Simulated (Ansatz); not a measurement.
# C2H4AlN: one species, many methods

An exercise on one series of results from a longer session: the logs are not shown, and one member is left open.

Program: Ansatz 0.2.0, Gaussian basis. Level of theory: functionals in def2-TZVPP, the program's frozen cores in correlated methods. These are calculated values, not measurements.

The runs, in order: LDA (SPW92), PBE-D4, revPBE-D4, BLYP-D4, r2SCAN-D4, B97M-V, PBE0-D4, B3LYP-D4, r2SCANh-D4, r2SCAN0-D4, HSE06-D4, BHLYP-D4, CAM-B3LYP-D4, LC-ωPBE, ωB97X-V, ωB97M-V, B2PLYP, PBE-QIDH; CCSD(T)/def2-SVP; CCSD(T)/def2-TZVPP; MP2/def2-QZVPP; extrapolation to the limit; RPA on PBE.

1 further run of the same task is left out (it didn't finish).

**The geometry**

An earlier PBE0-D4 in a triple-zeta def2 set relaxation fixed the geometry.

SMILES `N=[C]1[CH2][AlH]1`, 8 atoms, charge 0, spin multiplicity 1.

Atoms are counted from 1 here; the program's logs count them from 0.

Bond lengths: N1–C2 1.260 Å, N1–H5 1.029 Å, C2–C3 1.521 Å, C2–Al4 1.910 Å, C3–Al4 1.940 Å, C3–H6 1.091 Å, C3–H7 1.103 Å, Al4–H8 1.580 Å. Angles: C2–N1–H5 111.1°, N1–C2–C3 133.3°, N1–C2–Al4 150.7°, C3–C2–Al4 67.8°, C2–C3–Al4 65.7°, C2–C3–H6 120.2°, C2–C3–H7 109.2°, Al4–C3–H6 141.4°, Al4–C3–H7 101.0°, H6–C3–H7 110.7°, C2–Al4–C3 46.5°, C2–Al4–H8 163.3°, C3–Al4–H8 150.2°.

As a file:

```
N    -1.2791    1.0513   -0.9773
C    -0.4937    0.1639   -0.5492
C     0.7358    0.2031    0.3461
Al   -0.1859   -1.5037    0.3304
H    -0.9189    1.9932   -0.7737
H     0.9212    1.0662    0.9879
H     1.6294   -0.0357   -0.2542
H    -0.3164   -2.9956    0.8342
```

Set-up of the first run:

in.yaml

```yaml
crystal:
  periodic: [false, false, false]
  atoms:
    - {symbol: N, position_ang: [-1.279102, 1.051347, -0.977289]}
    - {symbol: C, position_ang: [-0.493729, 0.163909, -0.549152]}
    - {symbol: C, position_ang: [0.735781, 0.203105, 0.346058]}
    - {symbol: Al, position_ang: [-0.185927, -1.503694, 0.330372]}
    - {symbol: H, position_ang: [-0.918906, 1.993184, -0.773720]}
    - {symbol: H, position_ang: [0.921152, 1.066217, 0.987858]}
    - {symbol: H, position_ang: [1.629375, -0.035650, -0.254157]}
    - {symbol: H, position_ang: [-0.316443, -2.995618, 0.834229]}
basis:
  gaussian: {orbitals: def2-TZVPP}
hamiltonian: {xc: lda}
output: {orbitals: {seedname: orbitals}}
```

Launch:

```
$ ansatz run in.yaml --threads 2 --pin off --events-out ev --progress --plain --max-ram 4352MiB
```

Steps of the session up to this table: LDA; PBE-D4 (GGA); revPBE-D4 (GGA); BLYP-D4 (GGA); r2SCAN-D4 (meta-GGA); B97M-V (meta-GGA); B3LYP-D4 (hybrid); r2SCANh-D4 (hybrid); r2SCAN0-D4 (hybrid); HSE06-D4 (hybrid); BHLYP-D4 (hybrid); CAM-B3LYP-D4 (range-separated); LC-ωPBE (range-separated); ωB97X-V (range-separated); ωB97M-V (range-separated); B2PLYP (double hybrid); PBE-QIDH (double hybrid).

One of the session's tables, all rows but one given; the rest of the session is left out.

It belongs to the step «Orbital energies across the functionals». 

| functional | HOMO (eV) | LUMO (eV) | gap (eV) |
| --- | --- | --- | --- |
| LDA (SPW92) | -5.05 | -2.90 | 2.16 |
| PBE-D4 | -4.96 | -2.66 | 2.30 |
| revPBE-D4 | -4.92 | -2.56 | 2.35 |
| BLYP-D4 | -4.86 | -2.54 | 2.31 |
| r2SCAN-D4 | -5.14 | -2.41 | 2.73 |
| B97M-V | -5.29 | -2.51 | 2.78 |
| PBE0-D4 | -6.12 | -1.87 | 4.25 |
| B3LYP-D4 | ? | ? | ? |
| r2SCANh-D4 | -5.58 | -2.12 | 3.45 |
| r2SCAN0-D4 | -6.24 | -1.71 | 4.53 |
| HSE06-D4 | -5.72 | -2.24 | 3.49 |
| BHLYP-D4 | -7.22 | -1.06 | 6.16 |
| CAM-B3LYP-D4 | -7.41 | -0.90 | 6.51 |
| LC-ωPBE | -8.66 | 0.19 | 8.85 |
| ωB97X-V | -8.37 | 0.09 | 8.45 |
| ωB97M-V | -8.26 | -0.17 | 8.09 |

Q: Estimate the row for B3LYP-D4 from the others.

Worked estimate for «HOMO (eV)». Against the share of exact exchange, BLYP-D4 (0, -4.86), BHLYP-D4 (0.5, -7.22) give a slope of -4.72 per unit share; at 0.2 the line stands at -5.80.

**Answer.** HOMO (eV): -5.94; LUMO (eV): -2.08; gap (eV): 3.86. In «HOMO (eV)» the line misses by +0.14.
